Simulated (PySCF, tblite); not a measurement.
**C4H3F3NO radical: geometry, infrared bands and EPR parameters**

What infrared bands and EPR parameters should C4H3F3NO radical (`[H]/N=[C]/C(=C)OC(F)(F)F`) show?

Computed with tblite 0.8.0 and PySCF 2.14.0, with density-fitted response routines of our own, on a single molecule in the gas phase. Atoms count from 0, in the outputs and in this text.

### Step 1. The molecule as given

12 atoms, charge 0, multiplicity 2; geometry from: force field or distance geometry start.

Bonds of the start (Å): C0–C1 1.32, C1–C2 1.45, C2–N3 1.28, C1–O4 1.38, O4–C5 1.39, C5–F6 1.40, C5–F7 1.37, C5–F8 1.39, C0–H9 1.09, C0–H10 1.09, N3–H11 1.03.

### Step 2. Geometry optimisation with GFN2-xTB

The job: settings as JSON, then the geometry in Å.

```
{"job": {"kind": "relax", "xc": "GFN2-xTB", "basis": "xTB"}, "charge": 0, "multiplicity": 2}
C     -1.263600     1.102700     0.252900
C     -0.396500     0.102000     0.277200
C     -0.772500    -1.266000    -0.014900
N     -1.962400    -1.604400    -0.344700
O      0.916900     0.341000     0.624300
C      2.048400    -0.114500    -0.041800
F      3.198700     0.361600     0.608300
F      2.168000    -1.470700    -0.153100
F      2.149400     0.451000    -1.304100
H     -2.316000     0.956900     0.003900
H     -0.978800     2.128200     0.482600
H     -2.790500    -0.988700    -0.416800
```

Started as:

```bash
> OMP_NUM_THREADS=1 python probes_run.py task.json out
```

The driver reads the jobs from task.json and runs them one after another.

Standard output:

```text
step      E/eV     max force
  0    -847.11159    4.884
  1    -847.36379    6.153
  2    -847.58974    1.007
  3    -847.62695    0.637
  4    -847.66616    0.414
  5    -847.68473    0.431
  6    -847.70705    0.409
  7    -847.72280    0.356
  8    -847.73993    0.325
  9    -847.75027    0.335
 10    -847.75953    0.324
 11    -847.77094    0.322
 12    -847.78634    0.364
 13    -847.80322    0.392
 14    -847.82036    0.342
 15    -847.84011    0.440
 16    -847.87122    0.762
 17    -847.90584    1.260
 18    -847.93718    0.959
 19    -847.98977    1.395
 20    -848.06349    0.901
 21    -848.16218    0.917
 22    -848.22879    0.998
 23    -848.23754    1.564
 24    -848.29369    0.597
 25    -848.31085    0.401
 26    -848.33919    0.614
 27    -848.35591    0.508
 28    -848.37845    0.297
 29    -848.39109    0.457
 30    -848.41354    0.679
 31    -848.41554    1.003
 32    -848.44179    0.475
 33    -848.44891    0.410
 34    -848.46263    0.239
 35    -848.46800    0.196
 36    -848.47209    0.186
 37    -848.47454    0.207
 38    -848.47902    0.284
 39    -848.48281    0.316
 40    -848.48626    0.208
 41    -848.48866    0.110
 42    -848.49085    0.148
 43    -848.49302    0.161
 44    -848.49501    0.140
 45    -848.49656    0.092
 46    -848.49769    0.070
 47    -848.49839    0.073
 48    -848.49882    0.060
 49    -848.49911    0.048
 50    -848.49932    0.080
 51    -848.49947    0.062
 52    -848.49962    0.047
 53    -848.49977    0.036
 54    -848.49996    0.040
 55    -848.50018    0.066
 56    -848.50042    0.075
 57    -848.50067    0.056
 58    -848.50091    0.040
 59    -848.50110    0.035
 60    -848.50123    0.031
 61    -848.50133    0.022
 62    -848.50141    0.023
 63    -848.50148    0.020
 64    -848.50151    0.014
 65    -848.50154    0.014
 66    -848.50157    0.017
 67    -848.50163    0.021
 68    -848.50171    0.027
 69    -848.50178    0.020
 70    -848.50184    0.019
 71    -848.50188    0.020
 72    -848.50193    0.034
 73    -848.50200    0.043
 74    -848.50208    0.036
 75    -848.50215    0.022
 76    -848.50220    0.022
 77    -848.50225    0.039
 78    -848.50231    0.053
 79    -848.50240    0.055
 80    -848.50249    0.038
 81    -848.50254    0.013
 82    -848.50256    0.011
 83    -848.50257    0.011
 84    -848.50259    0.011
 85    -848.50261    0.012
 86    -848.50263    0.013
 87    -848.50264    0.011
 88    -848.50267    0.014
 89    -848.50272    0.021
 90    -848.50283    0.033
 91    -848.50315    0.063
 92    -848.50347    0.133
 93    -848.50419    0.111
 94    -848.50527    0.069
 95    -848.49671    0.608
 96    -848.50630    0.053
 97    -848.50678    0.028
 98    -848.50635    0.275
 99    -848.50755    0.037
100    -848.50791    0.063
101    -848.50683    0.337
102    -848.50865    0.071
103    -848.50910    0.079
104    -848.50196    0.611
105    -848.51027    0.050
106    -848.51110    0.049
107    -848.50686    0.566
108    -848.51276    0.033
109    -848.51401    0.033
110    -848.50580    0.674
111    -848.51552    0.037
112    -848.51667    0.048
113    -848.50651    0.716
114    -848.51825    0.051
115    -848.51937    0.066
116    -848.50837    0.734
117    -848.52101    0.058
118    -848.52208    0.074
119    -848.51119    0.689
120    -848.52365    0.072
121    -848.52460    0.073
122    -848.52106    0.483
123    -848.52612    0.069
124    -848.52678    0.078
125    -848.52689    0.222
126    -848.52786    0.089
127    -848.52812    0.074
128    -848.52858    0.060
129    -848.52870    0.031
130    -848.52876    0.022
131    -848.52889    0.022
132    -848.52912    0.035
133    -848.52944    0.039
134    -848.52965    0.052
135    -848.52977    0.033
136    -848.52989    0.026
137    -848.52999    0.029
138    -848.53006    0.037
139    -848.53026    0.051
140    -848.53055    0.049
141    -848.53075    0.035
142    -848.53082    0.029
143    -848.53086    0.013
144    -848.53088    0.010
145    -848.53089    0.006
```

It took 0.93 s on 1 thread of Arm Neoverse V1, shared host.

Step by step: (not every step is listed)

```csv
step,energy from step 0 (eV),largest force (eV/Å)
0,0.0000,4.8843
1,-0.2522,6.1535
2,-0.4782,1.0066
3,-0.5154,0.6367
4,-0.5546,0.4144
5,-0.5731,0.4305
6,-0.5955,0.4088
7,-0.6112,0.3562
8,-0.6283,0.3251
21,-1.0506,0.9169
34,-1.3510,0.2393
47,-1.3868,0.0733
60,-1.3896,0.0305
73,-1.3904,0.0434
86,-1.3910,0.0132
99,-1.3960,0.0369
112,-1.4051,0.0483
125,-1.4153,0.2225
138,-1.4185,0.0371
140,-1.4190,0.0489
141,-1.4192,0.0346
142,-1.4192,0.0291
143,-1.4193,0.0131
144,-1.4193,0.0103
145,-1.4193,0.0064
```

Close pairs (by a distance rule), those that changed most:

```csv
bond,before (Å),after (Å),change (Å)
C1–C2,1.448,1.358,-0.090
C5–F6,1.404,1.327,-0.078
O4–C5,1.390,1.313,-0.077
C2–N3,1.280,1.211,-0.069
C0–C1,1.324,1.369,+0.045
C1–O4,1.379,1.421,+0.042
C5–F8,1.387,1.351,-0.035
C5–F7,1.366,1.344,-0.022
```

The final coordinates are the input of the step that follows.

### Step 3. Vibrational analysis with GFN2-xTB

The job: settings as JSON, then the geometry in Å.

```
{"job": {"kind": "ir", "xc": "GFN2-xTB", "basis": "xTB"}, "charge": 0, "multiplicity": 2}
C     -1.223570     1.569933     0.665007
C     -0.457549     0.531241     0.207268
C     -0.945030    -0.595502    -0.373382
N     -1.392133    -1.716496    -0.478390
O      0.949308     0.732298     0.226428
C      1.716276    -0.293036    -0.064544
F      2.988795     0.074389     0.013606
F      1.562452    -1.352096     0.748863
F      1.530969    -0.780556    -1.311232
H     -2.291898     1.497266     0.659704
H     -0.746367     2.450230     1.043005
H     -1.690056    -2.118356    -1.362360
```

Standard output:

```text
mode    cm-1     km/mol
  1      33.3      0.59
  2      79.7      1.38
  3     105.5      0.44
  4     185.6      3.00
  5     198.7      3.10
  6     315.4      2.48
  7     363.0     16.94
  8     380.5      0.74
  9     429.8      2.84
 10     476.0      6.47
 11     507.0      5.18
 12     539.9      9.96
 13     570.3     24.37
 14     615.0     60.94
 15     663.2     53.75
 16     695.6     24.91
 17     802.1     33.22
 18     883.1     28.04
 19     938.3     44.58
 20    1003.7    316.86
 21    1009.3    360.96
 22    1108.1    264.56
 23    1229.6    683.63
 24    1241.3    192.73
 25    1329.7     31.07
 26    1450.2     48.96
 27    2108.7    271.28
 28    3160.1      5.16
 29    3211.1      4.51
 30    3282.3      6.18
```

Wall time 0.34 s (1 thread of Arm Neoverse V1, shared host).

Which atoms move in the most intense modes:

```csv
cm⁻¹,km/mol,atoms
615,60.9,"H11 25 %, F6 19 %, O4 14 %, H9 12 %"
663,53.8,"H10 37 %, H9 34 %, C0 20 %"
1004,316.9,"C5 58 %, H11 18 %, F7 11 %"
1009,361.0,"H11 57 %, C5 19 %, N3 12 %"
1108,264.6,"C5 71 %, F6 19 %"
1230,683.6,"C5 40 %, O4 31 %, C1 21 %"
1241,192.7,"C1 38 %, C5 26 %, H9 12 %, O4 11 %"
2109,271.3,"C2 66 %, N3 28 %"
```

### Step 4. EPR parameters: B3LYP/pcH-1

The job, as its differences from that of step 3:

```diff
@@ -1,2 +1,2 @@
-{"job": {"kind": "ir", "xc": "GFN2-xTB", "basis": "xTB"}, "charge": 0, "multiplicity": 2}
+{"job": {"kind": "epr", "basis": "pcH-1"}, "charge": 0, "multiplicity": 2}
 C     -1.223570     1.569933     0.665007
```

With the program's defaults for keys left out, this is: UKS B3LYP, pcH-1 on C F H N O, non-relativistic, mean-field spin-orbit, GIAO.

Standard output:

```text
UKS, coarse grid
  cycle   1  E = -583.43456265  |g| = 8.18e-01
  cycle   2  E = -583.08660864  |g| = 1.33e+00
  cycle   3  E = -583.65251617  |g| = 1.31e-01
  cycle   4  E = -583.65686152  |g| = 9.74e-02
  cycle   5  E = -583.66081675  |g| = 2.49e-02
  cycle   6  E = -583.66112370  |g| = 8.72e-03
  cycle   7  E = -583.66119086  |g| = 4.92e-03
  cycle   8  E = -583.66121735  |g| = 1.59e-03
  cycle   9  E = -583.66122035  |g| = 6.25e-04
UKS, final grid
  cycle   1  E = -583.66126995  |g| = 8.37e-04
  cycle   2  E = -583.66126968  |g| = 1.31e-03
  cycle   3  E = -583.66127021  |g| = 1.17e-04
  cycle   4  E = -583.66127022  |g| = 6.04e-05
  cycle   5  E = -583.66127022  |g| = 6.13e-05
  cycle   6  E = -583.66127023  |g| = 1.97e-05
E = -583.66127023 Eh   <S^2> = 0.7707 (exact 0.7500)
g shifts (ppm)      1          2          3
  rmc          -158       -158       -158
  gc             32          6         -6
  oz_so       -2481          1        746
  total       -2607       -151        582
hyperfine (MHz)  atom isotope    a_iso     a_fc   dipolar eigenvalues
    0   13C      52.38      52.38    -50.64    -49.19     99.83
    1   13C     -33.87     -33.87    -25.39      9.43     15.96
    2   13C      46.25      46.25    -42.27    -38.93     81.20
    3   14N      22.30      22.30     -9.51     -7.65     17.16
    4   17O       2.39       2.39     -2.93     -1.75      4.68
    5   13C      -0.40      -0.40     -0.67     -0.33      1.00
    6   19F      -0.02      -0.02     -2.25     -0.10      2.35
    7   19F      -0.20      -0.20     -5.02     -0.85      5.88
    8   19F      10.64      10.64     -8.10     -4.66     12.77
    9    1H     -38.90     -38.90    -21.67     -1.10     22.77
   10    1H     -40.89     -40.89    -24.86      0.07     24.79
   11    1H     137.34     137.34     -9.10     -5.25     14.35
```

Run time: 81 s. Hardware: 1 thread of Arm Neoverse V1, shared host; peak memory 1 GiB.

Principal g values 1.99971, 2.00217, 2.00290; g(iso) = 2.00159, against 2.00232 for a free electron.

Mean a(iso) over the nuclei that a row names, and the largest dipolar term of the row (other rows stand at the frozen geometry):

```csv
nuclei,isotope,a(iso) (MHz),"a(iso) (G, at g = 2.0023)",largest dipolar term (MHz)
H11,1H,137.3,49.0,14.3
C0,13C,52.4,18.7,99.8
C2,13C,46.3,16.5,81.2
H10,1H,-40.9,-14.6,-24.9
H9,1H,-38.9,-13.9,22.8
C1,13C,-33.9,-12.1,-25.4
N3,14N,22.3,8.0,17.2
"F6, F7, F8",19F,3.5,1.2,12.8
O4,17O,2.4,0.9,4.7
C5,13C,-0.4,-0.1,1.0
```

Mulliken spin populations:

```csv
atom,value (e)
C0,0.66
C1,-0.18
C2,0.44
N3,0.10
O4,0.00
C5,0.00
F6,0.00
F7,0.00
F8,0.00
H9,-0.03
H10,-0.03
H11,0.04
```

In first order the couplings over 0.8 MHz of 1H, 14N, 19F give 96 distinct lines over 97.1 G, if the averaged nuclei exchange fast; the same motion can average rows kept apart here too.

The fields below are evaluated on a grid from the run's orbitals.

ELF in a plane through or near 9 of the atoms.

Ten even steps from ' ' (0.00) to '@' (1.00):
```
                                                        
                                                        
                                                        
                                                        
                                  --++==..              
            ..----      ::..    --@@@@@@@@::            
        ..==**%%%%::  --####==  --@@@@@@@@::            
        --##%%++##--..**%%%%**  ::##%%%%**::            
        --##%%####----%%::**##--##==%%..%%@@%%++        
          ......----::**++**++##--%%++%%@@@@@@@@::      
                ::--::    ==%%@@##::  ::@@@@@@**        
              ....::..  ::++..++----..    ....          
                        ++%%%%**%%**==..                
                      ::++**++++**++==::                
                      ..==%%@@@@**--..                  
                        --%%@@@@**..                    
                        ..++****::                      
                                                        
                                                        
                                                        
```
The map spans 10.8 Å across and 11.2 Å up, centred on the molecule. Atoms in the plane (x, y in Å): C0 (1.9, 0.9), C1 (0.7, 0.3), C2 (0.5, -1.1), O4 (-0.5, 1.1), C5 (-1.7, 0.6), F6 (-2.6, 1.5), H9 (2.8, 0.4), H10 (1.9, 2.0), H11 (0.3, -3.0).

On the surface of density 0.002 e/bohr³ the electrostatic potential runs, from the 1st to the 99th percentile, from -0.92 V near N3 to 2.23 V near H11.

The spin density lies nearest to C0, C2 about 31 % each; N3 11 %; C1 9 % (beta excess).

### Step 5. Summary of results

| quantity | value |
| --- | --- |
| strongest single infrared mode (GFN2-xTB) | 1230 cm⁻¹, 684 km/mol |
| zero-point energy (GFN2-xTB) | 41.3 kcal/mol |
| g(iso) (B3LYP) | 2.00159 |
| ⟨S²⟩ | 0.771 (exact 0.75) |
| largest a(iso) (averaged by class) | 1H on H11, 137.3 MHz |
| potential on the surface of density 0.002 e/bohr³, 1st and 99th percentile | -0.92 V and 2.23 V |

In words: The optimisation took 145 steps and gained 1.419 eV; among the close pairs (by a distance rule), C1–C2 changed most, from 1.448 to 1.358 Å. No mode is imaginary among the 30: a minimum at this level. The strongest single mode, at 1230 cm⁻¹, moves mainly C5 and O4. GFN2-xTB is a fitted tight-binding method: band positions and strengths are rough. Its intensities can rank the bands wrongly. The largest share of the spin, 0.66 e, sits on C0. The isotropic g lies 0.7 ppt below the free-electron value. These values are for one conformer; the search (at its own cheap level) found 2 more, at 0.00, 1.25 kcal/mol (those within 0.05 may be mirror or relabelled copies), and measured spectra average over such forms.
